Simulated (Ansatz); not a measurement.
# Pt2W (Immm) in Ansatz: further runs

Runs on Pt2W. Level: LDA. Tasks: single point, equation of state.

Everything below comes from runs of Ansatz 0.2.0. Logs are shortened: lines on timing, memory, paths and dates and some standing lists are left out, and cuts for length are marked.

### Step 1. The crystal as given

Symmetry: Immm, No. 71, orthorhombic system. Conventional cell: a = 2.773 Å, b = 3.964 Å, c = 8.307 Å, α = 90.00°, β = 90.00°, γ = 90.00°. Around Pt (site symmetry mm2) lie 7 Pt at 2.71 to 2.82 Å and 5 W at 2.77 to 2.80 Å. W (site symmetry mmm) has 2 W at 2.77 Å and 10 Pt at 2.77 to 2.80 Å as nearest neighbours.

The cell comes from a database or a generator and needn't be the stable form of this composition.

### Step 2. Single point, LDA, 14.30 Å³/atom (volume scaled by 0.94)

Contents of input.yaml:

```yaml
crystal:
  lattice:
    - [-1.3580651201, 1.9417385137, 4.0684785496]
    - [1.3580651201, -1.9417385137, 4.0684785496]
    - [1.3580651201, 1.9417385137, -4.0684785496]
  atoms:
    - { symbol: Pt, position: [0.3367753, 0.3367753, 0.0] }
    - { symbol: Pt, position: [0.6632247, 0.6632247, 0.0] }
    - { symbol: W, position: [0.0, 0.0, 0.0] }
hamiltonian:
  xc: lda
  pseudopotentials: { kind: paw }
kpoints:
  mp_grid: { grid: [12, 12, 12] }
scf:
  occupations: { method: fermi_dirac, width: 0.05 }
output:
  forces: true
  stress: true
  eigenvalues: true
```

Potentials or basis: Ansatz PAW.

Started as:

```bash
$ ansatz run input.yaml --threads 2 --pin off --max-ram 5632MiB --backend cpu --events-out ev --progress --plain --runs-dir out
```

The log of the run:

```text
Warning: RAYON_NUM_THREADS=2 ignored (pool sized by the plan → 2); use --threads N
basis.fft_grid_basis auto: the FFT boxes are laid along the combinations [[1, 0, 1], [0, 1, 1], [0, 0, 1]] of the cell's own vectors, 3.883, 2.716 and 4.708 Å long. The dense box has 27×20×32 points. Along the cell's own vectors, as sized, it would have 32×32×32, 1.90 times as many. Of the 8 symmetry operations that the crystal satisfies within crystal.symmetry.tolerance (time reversal apart; of a slab, those that keep its plane) the dense box along the cell's own vectors carries 8, and the one as laid loses 6 of those. basis.fft_grid_basis: typed keeps the cell's own vectors: state it where this run's energies or levels are differenced outside the engine with another run's, or held beside a run that keeps those vectors.
Engine: ansatz 0.2.0, aarch64-unknown-linux-gnu
Pseudopotentials: kind: paw
Pseudopotential: Pt, paw, valence charge 18, recommended cutoff 420 eV (normal), Pt.paw.azcp
Pseudopotential: W, paw, valence charge 14, recommended cutoff 420 eV (normal), W.paw.azcp
Functional definition: SPW92
  exchange = slater_x
  correlation = pw_c
Crystal: 3 atoms, lattice volume = 42.914 Å³
Basis set: ecut = 420 eV, 843 PW (Γ), FFT grids on a1+a3, a2+a3, a3
Bands: 30, of which v1, the nominal top of the filled ones, is band 25 counted from 1 (24 counted from 0)
Symmetry: 8 space group operations
Space group: Immm (ITA 71), of the structure as read, at distance tolerance 3.5e-5 Å
k-points: 280 of 1728
Non-local potential: Pt, projectors of the file, l = 0: 3, l = 1: 2, l = 2: 2, l = 3: 1
Non-local potential: W, projectors of the file, l = 0: 3, l = 1: 2, l = 2: 2, l = 3: 1
PAW form: soft (Blöchl's): semilocal exchange-correlation on the pseudo side does not see the compensation charge
PAW frozen core: Pt, regenerated for the run's functional, and the local potential with it (the file was generated under x = pbe(κ = 0.804, μ = 0.2195149727645171), c = pbe(β = 0.06672455060314922))
PAW frozen core: W, regenerated for the run's functional, and the local potential with it (the file was generated under x = pbe(κ = 0.804, μ = 0.2195149727645171), c = pbe(β = 0.06672455060314922))
PAW one-centre angular grid: Pt, 590 points (default); XC on 64 Gauss nodes
PAW one-centre angular grid: W, 590 points (default); XC on 64 Gauss nodes
Initial density: superposition of atomic densities (neutral atoms: chi_scale 0, normalization atom), corrected by the library's trained network
Initial wavefunctions: pseudopotential atomic-orbital guess
Functional: x = slater, c = lda
SCF iter   1: F=—  HF=-34620.968090 eV  |F-HF|=—  |Δ(HF+E_count)|=         —  Δρ=9.41e-3  dr2=2.96e-2  ethr=1.77e-3  ⟨swp⟩=5.9  Hψ=31137  notcnv=0
preconditioner: auto → Kerker (q_TF=auto, 2.799 Å⁻¹)  [metal: Δε(μ)=0.022 eV  Ē_g=7.182 eV  σ=0.050 eV  W_gap=0.11  n_scr=10 (ndim 8)  ℏωp=28.9 eV  f_vac=0.000  D(μ)=1.34/eV (n_scr^D=6)]
SCF iter   2: F=—  HF=-34620.966076 eV  |F-HF|=—  |Δ(HF+E_count)|=   2.01e-3  Δρ=5.00e-3  dr2=7.88e-3  ethr=5.93e-5  ⟨swp⟩=1.7  Hψ=11439  notcnv=0
SCF iter   3: F=—  HF=-34620.964851 eV  |F-HF|=—  |Δ(HF+E_count)|=   1.22e-3  Δρ=5.35e-4  dr2=9.60e-5  ethr=1.58e-5  ⟨swp⟩=1.8  Hψ=10471  notcnv=0
SCF iter   4: F=—  HF=-34620.964832 eV  |F-HF|=—  |Δ(HF+E_count)|=   1.92e-5  Δρ=1.07e-4  dr2=3.73e-6  ethr=1.92e-7  ⟨swp⟩=2.3  Hψ=13148  notcnv=0
iter 5 did not close the SCF: its close was put off for the readings that it lacked (scf_convergence_deferred on its scf_iter line)
SCF iter   5: F=-34620.964832 eV  HF=-34620.964832 eV  |F-HF|=2.74e-8  |Δ(HF+E_count)|=   4.74e-7  Δρ=1.68e-5  dr2=7.85e-8  ethr=7.46e-9  ⟨swp⟩=2.1  Hψ=11159  notcnv=0
SCF iter   6: F=-34620.964832 eV  HF=-34620.964832 eV  |F-HF|=3.57e-9  |Δ(HF+E_count)|=   1.36e-8  Δρ=3.80e-6  dr2=6.34e-9  ethr=1.57e-10  ⟨swp⟩=2.7  Hψ=29603  notcnv=0
SCF 1 converged in 6 iterations: F = -34620.964832 eV  dr2 = 6.34e-9
SCF converged after 6 iterations
Free energy (F): -34620.964832 eV
Harris-Foulkes:  -34620.964832 eV  (|F-HF|=3.57e-9)
Internal energy: -34620.953582 eV  (E = F + TS)
E sigma→0 (E₀):  -34620.959207 eV
Entropy (-TS):   -0.011250 eV (-3.750 meV/atom)
Fermi energy:    25.244842 eV
--- Per-component energies (eV) ---
  E_band       = -273.788001
  E_kinetic    = 1736.186486
  E_local      = -3416.893709  (includes V_loc(G=0)·N_el)
  E_nonlocal   = 417.328868
  E_hartree    = 1280.524857
  E_xc         = -790.714032
  E_vxc        = -850.784171  (∫ρ·V_xc dr)
  E_paw        = -26664.988297  (= ΣΔE_a)
  E_vpaw       = -720.673924  (= ΣTr[D̂ρ^β])
  E_aug_tail   = 0.000260  (compensation charges beyond the density's cutoff)
  E_ewald      = -7183.608906
  E_core_change = 1.210892  (= ΣΔE_core)
  E_smearing   = -0.011250  (= −TS)
  E_closure    = -0.000000  (closes the sum)
  Σ components = -34620.964832   (vs F -34620.964832, Δ=0.00e0)
--- Forces (eV/Å), atoms counted from 1 ---
  atom   1  Pt     0.00000000     0.00000000    -0.10234522
  atom   2  Pt     0.00000000     0.00000000     0.10234522
  atom   3  W      0.00000000     0.00000000     0.00000000
  max |Σ_I F_I| component: 2.78e-17 eV/Å
--- Stress (GPa, compression-positive) ---
       10.837466       0.000000       0.000000
        0.000000       9.518002       0.000000
        0.000000       0.000000      10.424521
  P = ⅓ Tr σ = 10.2600 GPa (102.600 kbar)
--- Band table (eV; the first three rows and the last of 280) ---
  k-point 0: bands = ["-74.1209", "-74.0864", "-49.2517", "-28.4474", "-28.3794", "-28.1652", "-28.1476", "-28.0682", "-27.9941", "-13.5769", "-13.5299", "-12.9256", "14.1179", "18.3570", "19.0098", "19.6686", "19.8865", "20.5308", "20.7900", "21.1029", "21.8433", "22.5416", "22.8778", "22.8960", "23.8629", "24.3684", "26.7573", "27.9719", "29.4358", "31.6824"]
  k-point 1: bands = ["-74.1191", "-74.0862", "-49.2473", "-28.4456", "-28.3731", "-28.1682", "-28.1514", "-28.0804", "-28.0178", "-13.5690", "-13.5254", "-12.9934", "14.4289", "18.5508", "19.1824", "19.6186", "19.7171", "20.5097", "20.5754", "21.0515", "21.9654", "22.2382", "22.6287", "22.8693", "24.4287", "24.5086", "26.4842", "27.9375", "30.1263", "32.0102"]
  k-point 2: bands = ["-74.1141", "-74.0856", "-49.2353", "-28.4396", "-28.3555", "-28.1811", "-28.1753", "-28.1006", "-28.0791", "-13.5484", "-13.5118", "-13.1751", "15.2753", "19.0542", "19.1999", "19.3641", "19.5449", "20.4423", "20.4596", "20.8764", "21.7545", "22.0830", "22.9395", "23.0578", "24.6515", "24.9087", "26.1255", "27.5793", "31.6417", "32.1982"]
  k-point 279: bands = ["-74.1105", "-74.0968", "-49.2521", "-28.4038", "-28.3459", "-28.2458", "-28.1407", "-28.0861", "-27.9761", "-13.5917", "-13.5256", "-12.9241", "16.7892", "16.9772", "17.3374", "17.8401", "19.4711", "20.7945", "20.8543", "21.7492", "21.8701", "22.8174", "22.9898", "23.2512", "24.2237", "26.8516", "27.2088", "27.2862", "27.7684", "28.3639"]
```

It took 13 s on 2 threads of Arm Neoverse N1, shared host; peak memory 0.51 GiB.

What came out:

```
Free energy            : -34620.9648 eV
Pressure               : 10.3 GPa
Largest force          : 0.102 eV/Å
Band gap on the k mesh : none (metal or under the smearing width)
```

Caveat: the PAW data sets come from PBE, with cores solved anew for the run's functional, which leaves a small shift of forces and pressure.

### Step 3. Single point, LDA, 14.61 Å³/atom (volume scaled by 0.96)

input.yaml: that of step 2 with these lines changed.

```diff
@@ -2,5 +2,5 @@
   lattice:
-    - [-1.3580651201, 1.9417385137, 4.0684785496]
-    - [1.3580651201, -1.9417385137, 4.0684785496]
-    - [1.3580651201, 1.9417385137, -4.0684785496]
+    - [-1.3676292741, 1.9554131791, 4.097130751]
+    - [1.3676292741, -1.9554131791, 4.097130751]
+    - [1.3676292741, 1.9554131791, -4.097130751]
   atoms:
@@ -20 +20,5 @@
   eigenvalues: true
+  write_density: true
+  write_potential: true
+  elf: true
+  volumetric_format: npy
```

Potentials or basis: Ansatz PAW.

Started as:

```bash
$ ansatz run input.yaml --threads 2 --pin off --max-ram 5632MiB --backend cpu --events-out ev --progress --plain --runs-dir out
```

Run time: 19 s. Hardware: 2 threads of Arm Neoverse N1, shared host; peak memory 0.53 GiB.

Results (log left out):

- Free energy: -34621.0006 eV
- Pressure: 2.4 GPa
- Largest force: 0.049 eV/Å
- Band gap on the k mesh: none (metal or under the smearing width)

Caveat: the PAW data sets come from PBE, with cores solved anew for the run's functional, which leaves a small shift of forces and pressure.

### Step 4. Single point, LDA, 14.91 Å³/atom (volume scaled by 0.98)

Contents of input.yaml:

```yaml
crystal:
  lattice:
    - [-1.3770614982, 1.9688992134, 4.1253877181]
    - [1.3770614982, -1.9688992134, 4.1253877181]
    - [1.3770614982, 1.9688992134, -4.1253877181]
  atoms:
    - { symbol: Pt, position: [0.3367753, 0.3367753, 0.0] }
    - { symbol: Pt, position: [0.6632247, 0.6632247, 0.0] }
    - { symbol: W, position: [0.0, 0.0, 0.0] }
hamiltonian:
  xc: lda
  pseudopotentials: { kind: paw }
kpoints:
  mp_grid: { grid: [12, 12, 12] }
scf:
  occupations: { method: fermi_dirac, width: 0.05 }
output:
  forces: true
  stress: true
  eigenvalues: true
```

Started as:

```bash
$ ansatz run input.yaml --threads 2 --pin off --max-ram 5632MiB --backend cpu --events-out ev --progress --plain --runs-dir out
```

It took 12 s on 2 threads of Arm Neoverse N1, shared host; peak memory 0.52 GiB.

The run converged. Its results:

* Free energy: -34620.9943 eV
* Pressure: -4.5 GPa
* Band gap on the k mesh: none (metal or under the smearing width)

Caveat: the PAW data sets come from PBE, with cores solved anew for the run's functional, which leaves a small shift of forces and pressure.

### Step 5. Single point, LDA, 15.22 Å³/atom

input.yaml: that of step 4 with these lines changed.

```diff
@@ -2,5 +2,5 @@
   lattice:
-    - [-1.3770614982, 1.9688992134, 4.1253877181]
-    - [1.3770614982, -1.9688992134, 4.1253877181]
-    - [1.3770614982, 1.9688992134, -4.1253877181]
+    - [-1.38636625, 1.98220299, 4.153262805]
+    - [1.38636625, -1.98220299, 4.153262805]
+    - [1.38636625, 1.98220299, -4.153262805]
   atoms:
@@ -20 +20,5 @@
   eigenvalues: true
+  write_density: true
+  write_potential: true
+  elf: true
+  volumetric_format: npy
```

Started as:

```bash
$ ansatz run input.yaml --threads 2 --pin off --max-ram 5632MiB --backend cpu --events-out ev --progress --plain --runs-dir out
```

Run time: 22 s. Hardware: 2 threads of Arm Neoverse N1, shared host; peak memory 0.54 GiB.

It converged, with:

```yaml
Free_energy: -34620.9510 eV
Pressure: -10.6 GPa
Largest_force: 0.046 eV/Å
Band_gap_on_the_k_mesh: none (metal or under the smearing width)
```

Caveat: the PAW data sets come from PBE, with cores solved anew for the run's functional, which leaves a small shift of forces and pressure.

### Step 6. Single point, LDA, 15.52 Å³/atom (volume scaled by 1.02)

Contents of input.yaml:

```yaml
crystal:
  lattice:
    - [-1.395547751, 1.9953305447, 4.1807686583]
    - [1.395547751, -1.9953305447, 4.1807686583]
    - [1.395547751, 1.9953305447, -4.1807686583]
  atoms:
    - { symbol: Pt, position: [0.3367753, 0.3367753, 0.0] }
    - { symbol: Pt, position: [0.6632247, 0.6632247, 0.0] }
    - { symbol: W, position: [0.0, 0.0, 0.0] }
hamiltonian:
  xc: lda
  pseudopotentials: { kind: paw }
kpoints:
  mp_grid: { grid: [12, 12, 12] }
scf:
  occupations: { method: fermi_dirac, width: 0.05 }
output:
  forces: true
  stress: true
  eigenvalues: true
```

Potentials or basis: Ansatz PAW.

Started as:

```bash
$ ansatz run input.yaml --threads 2 --pin off --max-ram 5632MiB --backend cpu --events-out ev --progress --plain --runs-dir out
```

Run time: 13 s. Hardware: 2 threads of Arm Neoverse N1, shared host; peak memory 0.53 GiB.

Results (log left out):

| Item | Value |
| --- | --- |
| Free energy | -34620.8747 eV |
| Pressure | -16.0 GPa |
| Largest force | 0.088 eV/Å |
| Band gap on the k mesh | none (metal or under the smearing width) |

Caveat: the PAW data sets come from PBE, with cores solved anew for the run's functional, which leaves a small shift of forces and pressure.

### Step 7. Single point, LDA, 15.83 Å³/atom (volume scaled by 1.04)

input.yaml: that of step 6 with these lines changed.

```diff
@@ -2,5 +2,5 @@
   lattice:
-    - [-1.395547751, 1.9953305447, 4.1807686583]
-    - [1.395547751, -1.9953305447, 4.1807686583]
-    - [1.395547751, 1.9953305447, -4.1807686583]
+    - [-1.4046100033, 2.0082875996, 4.2079172674]
+    - [1.4046100033, -2.0082875996, 4.2079172674]
+    - [1.4046100033, 2.0082875996, -4.2079172674]
   atoms:
```

Started as:

```bash
$ ansatz run input.yaml --threads 2 --pin off --max-ram 5632MiB --backend cpu --events-out ev --progress --plain --runs-dir out
```

Run time: 13 s. Hardware: 2 threads of Arm Neoverse N1, shared host; peak memory 0.53 GiB.

It converged, with:

| Item | Value |
| --- | --- |
| Free energy | -34620.7695 eV |
| Pressure | -20.8 GPa |
| Largest force | 0.128 eV/Å |
| Band gap on the k mesh | none (metal or under the smearing width) |

Caveat: the PAW data sets come from PBE, with cores solved anew for the run's functional, which leaves a small shift of forces and pressure.

### Step 8. Single point, LDA, 16.13 Å³/atom (volume scaled by 1.06)

input.yaml: that of step 7 with these lines changed.

```diff
@@ -2,5 +2,5 @@
   lattice:
-    - [-1.4046100033, 2.0082875996, 4.2079172674]
-    - [1.4046100033, -2.0082875996, 4.2079172674]
-    - [1.4046100033, 2.0082875996, -4.2079172674]
+    - [-1.4135568051, 2.0210795852, 4.2347200109]
+    - [1.4135568051, -2.0210795852, 4.2347200109]
+    - [1.4135568051, 2.0210795852, -4.2347200109]
   atoms:
```

Started as:

```bash
$ ansatz run input.yaml --threads 2 --pin off --max-ram 5632MiB --backend cpu --events-out ev --progress --plain --runs-dir out
```

It took 13 s on 2 threads of Arm Neoverse N1, shared host; peak memory 0.53 GiB.

The run converged. Its results:

```
Free energy            : -34620.6387 eV
Pressure               : -25.0 GPa
Largest force          : 0.164 eV/Å
Band gap on the k mesh : none (metal or under the smearing width)
```

Caveat: the PAW data sets come from PBE, with cores solved anew for the run's functional, which leaves a small shift of forces and pressure.

### Step 9. Equation of state, LDA

Potentials or basis: Ansatz PAW.

No new run: the results of the series are fitted here.

What came out:

```
Equilibrium volume                        : 14.71 Å³/atom
Bulk modulus at fixed shape and positions : 341 GPa
Pressure derivative of the bulk modulus   : 5.0
```

Energy against volume, from the lowest point:
```
volume (Å³/atom)  energy (meV/atom)
          14.305              11.91
          14.609               0.00
          14.914               2.08
          15.218              16.53
          15.522              41.94
          15.827              77.02
          16.131             120.63
```

Caveat: the cell was scaled at fixed shape and fractional positions, which overstates the stiffness of a crystal with free parameters, most of all of layers and chains.
